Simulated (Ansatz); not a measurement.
# CH7BN2: one species, many methods

Aim: compute CH7BN2 with functionals from several rungs and with coupled cluster, and see how far each lands from CCSD(T) at the basis-set limit for the atomisation energy.

Method: functionals in def2-TZVPP, the program's frozen cores in correlated methods; program: Ansatz 0.2.0, Gaussian basis.

Plan: LDA (SPW92), PBE-D4, revPBE-D4, BLYP-D4, r2SCAN-D4, B97M-V, PBE0-D4, B3LYP-D4, r2SCANh-D4, r2SCAN0-D4, HSE06-D4, BHLYP-D4, CAM-B3LYP-D4, LC-ωPBE, ωB97X-V, ωB97M-V, B2PLYP, PBE-QIDH; CCSD(T)/def2-SVP; CCSD(T)/def2-TZVPP; CCSD(T)/def2-QZVPP; extrapolation to the limit; RPA on PBE.

### Step 1. The relaxed structure

All runs share one geometry, relaxed beforehand with PBE0-D4 in a triple-zeta def2 set.

11 atoms, charge 0, spin multiplicity 1.

Atoms are counted from 1 here; the program's logs count them from 0.

Bond lengths: C1–B2 1.582 Å, C1–H5 1.093 Å, C1–H6 1.093 Å, C1–H7 1.096 Å, B2–N3 1.416 Å, B2–N4 1.416 Å, N3–H8 1.004 Å, N3–H9 1.003 Å, N4–H10 1.003 Å, N4–H11 1.004 Å. Angles: B2–C1–H5 112.5°, B2–C1–H6 112.6°, B2–C1–H7 110.2°, H5–C1–H6 107.5°, H5–C1–H7 106.8°, H6–C1–H7 106.9°, C1–B2–N3 119.8°, C1–B2–N4 119.8°, N3–B2–N4 120.4°, B2–N3–H8 124.4°, B2–N3–H9 122.1°, H8–N3–H9 113.6°, B2–N4–H10 122.1°, B2–N4–H11 124.4°, H10–N4–H11 113.6°.

### Step 2. LDA

This LDA is Slater exchange with PW92 correlation.

in.yaml reads:

```yaml
crystal:
  periodic: [false, false, false]
  atoms:
    - {symbol: C, position_ang: [-0.697561, 1.164635, -0.169785]}
    - {symbol: B, position_ang: [0.096750, -0.189534, 0.023958]}
    - {symbol: N, position_ang: [0.158876, -0.791874, 1.303728]}
    - {symbol: N, position_ang: [0.762532, -0.778348, -1.078123]}
    - {symbol: H, position_ang: [-1.103049, 1.271739, -1.179475]}
    - {symbol: H, position_ang: [-1.529909, 1.266586, 0.531722]}
    - {symbol: H, position_ang: [-0.033850, 2.019921, -0.001748]}
    - {symbol: H, position_ang: [0.670155, -1.631087, 1.510919]}
    - {symbol: H, position_ang: [-0.304845, -0.397736, 2.100710]}
    - {symbol: H, position_ang: [0.733210, -0.374589, -1.995558]}
    - {symbol: H, position_ang: [1.312993, -1.616713, -1.025747]}
basis:
  gaussian: {orbitals: def2-TZVPP}
hamiltonian: {xc: lda}
output: {orbitals: {seedname: orbitals}}
```

Command:

```bash
$ ansatz run in.yaml --threads 2 --pin off --events-out ev --progress --plain --max-ram 22528MiB --backend cpu
```

Further steps of the session: PBE-D4 (GGA); revPBE-D4 (GGA); BLYP-D4 (GGA); r2SCAN-D4 (meta-GGA); B97M-V (meta-GGA); B3LYP-D4 (hybrid); r2SCANh-D4 (hybrid); r2SCAN0-D4 (hybrid); HSE06-D4 (hybrid); BHLYP-D4 (hybrid); CAM-B3LYP-D4 (range-separated); LC-ωPBE (range-separated); ωB97X-V (range-separated); ωB97M-V (range-separated); B2PLYP (double hybrid); PBE-QIDH (double hybrid); CCSD(T) in def2-SVP; CCSD(T) in def2-TZVPP; CCSD(T) in def2-QZVPP; RPA on PBE orbitals.

Q: Predict the results of all the runs planned. Wanted: atomisation energy, CCSD(T)/CBS; farthest beyond LDA; mean size of error, GGA; mean size of error, meta-GGA; mean size of error, hybrid; mean size of error, range-separated; mean size of error, double hybrid; gap, smallest and largest; T1 diagnostic.

As calculated:

| quantity | value |
| --- | --- |
| atomisation energy, CCSD(T)/CBS | 4219.7 kJ/mol |
| functionals within 21.1 kJ/mol (0.5 %) | revPBE-D4, r2SCAN-D4, r2SCANh-D4, LC-ωPBE, B2PLYP, PBE-QIDH |
| farthest beyond LDA | PBE-D4 (+102.4 kJ/mol) |
| mean size of error, GGA | 47.5 kJ/mol |
| mean size of error, meta-GGA | 16.5 kJ/mol |
| mean size of error, hybrid | 38.9 kJ/mol |
| mean size of error, range-separated | 35.8 kJ/mol |
| mean size of error, double hybrid | 14.5 kJ/mol |
| gap, smallest and largest | 5.29 eV (BLYP-D4), 12.45 eV (LC-ωPBE) |
| T1 diagnostic | 0.0101 |
| triples share of the correlation energy | 3.6 % |

**Reading.** LDA overbinds by 598.7 kJ/mol (14 %). PBE-D4 misses by +102.4 kJ/mol. Double hybrids carry the basis error of their MP2 part in triple zeta, and no dispersion term here, so their miss is partly the set-up's. The rungs double hybrid, meta-GGA miss on average by less than the doubt on the reference (21.1 kJ/mol), so they tie. Misses under about 21.1 kJ/mol are within the doubt on the reference itself, which lacks core-valence correlation, relativity and higher excitations. Hartree-Fock recovers 73 % of the binding; the rest is correlation. CCSD(T) in def2-SVP is off by -227.4 kJ/mol, more than most functionals: a good method in a small basis is no reference. Orbital gaps span 5.3 to 12.4 eV; exact exchange widens them.
